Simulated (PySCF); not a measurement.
# C4H3F3: geometry, NMR shifts, spin-spin couplings and electronic excitations

What NMR shifts, spin-spin couplings and electronic excitations should C4H3F3 (`C#CCC(F)(F)F`) show?

The runs use PySCF 2.14.0, with density-fitted response routines of our own; the level of theory stands in each step. All values are computed, except where a source is named. Atoms count from 0, in the outputs and in this text.

## (1) The starting structure

10 atoms, charge 0, multiplicity 1; geometry from: GFN2-xTB.

Bonds of the start (Å): C0–C1 1.20, C1–C2 1.45, C2–C3 1.52, C3–F4 1.34, C3–F5 1.34, C3–F6 1.34, C0–H7 1.05, C2–H8 1.09, C2–H9 1.09.

## (2) Geometry optimisation at PBE0-D3(BJ)/def2-SVP

What the job is given:

```
{"job": {"xc": "PBE0", "basis": "def2-SVP", "d3": "d3bj", "grid": 1, "kind": "geom"}, "charge": 0, "multiplicity": 1}
C      2.280055     0.080035     0.067215
C      1.155780    -0.289349     0.235874
C     -0.221187    -0.700324     0.428555
C     -1.161424     0.481999     0.247887
F     -2.442684     0.115921     0.428328
F     -1.088875     1.017291    -0.977274
F     -0.922433     1.469954     1.119335
H      3.271997     0.388155    -0.077250
H     -0.366389    -1.095267     1.437774
H     -0.495957    -1.463760    -0.304207
```

**Question.** This job is followed by: GIAO PBE0/pcSseg-1 NMR shielding, non-relativistic, gas phase; B3LYP/pcJ-1 indirect spin-spin coupling, non-relativistic, gas phase; TDDFT B3LYP/def2-SVPD, vertical, gas phase, core orbitals frozen in the response; GIAO HF/pcSseg-2 NMR shielding, non-relativistic, gas phase. Predict these results of the whole session: point group; rotational constants (main isotopes); 13C shifts against TMS (PBE0/pcSseg-1); 1H shifts against TMS (PBE0/pcSseg-1, means over atoms taken as alike); 19F shifts against CFCl3 (PBE0/pcSseg-1, means over atoms taken as alike); largest coupling of the table (B3LYP/pcJ-1); lowest singlet (B3LYP/def2-SVPD); brightest single state of those computed; lowest triplet; vertical ionisation energy (ΔSCF); range of the shift of F4.

As calculated:

| quantity | value |
| --- | --- |
| point group | Cs |
| rotational constants (main isotopes) | 5.23, 1.76, 1.73 GHz |
| 13C shifts against TMS (PBE0/pcSseg-1) | 129.2, 79.6, 76.4, 27.8 ppm |
| 1H shifts against TMS (PBE0/pcSseg-1, means over atoms taken as alike) | 2.76, 2.08 ppm |
| 19F shifts against CFCl3 (PBE0/pcSseg-1, means over atoms taken as alike) | -79.5 ppm |
| largest coupling of the table (B3LYP/pcJ-1) | 1J(C,F) C3–F4, -344.3 Hz |
| lowest singlet (B3LYP/def2-SVPD) | 6.47 eV (191 nm), f = 0.000 |
| brightest single state of those computed | state 10, 8.97 eV, f = 0.271 |
| lowest triplet | 5.34 eV |
| vertical ionisation energy (ΔSCF) | 10.86 eV |
| range of the shift of F4 | -79.5 to -51.9 ppm |

In words: The optimisation took 10 steps and gained 0.055 eV; among the close pairs (by a distance rule), C0–H7 changed most, from 1.049 to 1.075 Å. No frequency check was run at this level, so the end point may be a saddle. At PBE0/pcSseg-1: The widest tensor belongs to C1: span 280 ppm, with a paramagnetic part of -156 ppm. Of the pairs tabulated at B3LYP/pcJ-1, C3–F4 (mean over like pairs) couples most strongly (-344.3 Hz; Fermi contact -318.4 Hz). Density functionals describe couplings to fluorine poorly, F–F couplings above all, so those rows are rough. The lowest singlet, at 6.47 eV, is HOMO→LUMO 0.74, HOMO→LUMO+2 0.17 and is dark; of the 10 states computed, the strongest absorption comes from state 10 at 8.97 eV (the last computed, so partners may be missing). The lowest triplet lies 1.13 eV below the lowest singlet (triplets in Tamm-Dancoff, singlets in full TDDFT). ΔSCF puts the ionisation energy at 10.86 eV, 2.76 eV above −ε(HOMO). In ppm, F4 (with its like atoms) moves most: its shift spreads over 27.6 ppm, from -79.5 (PBE0/pcSseg-1) to -51.9 (HF/pcSseg-2).
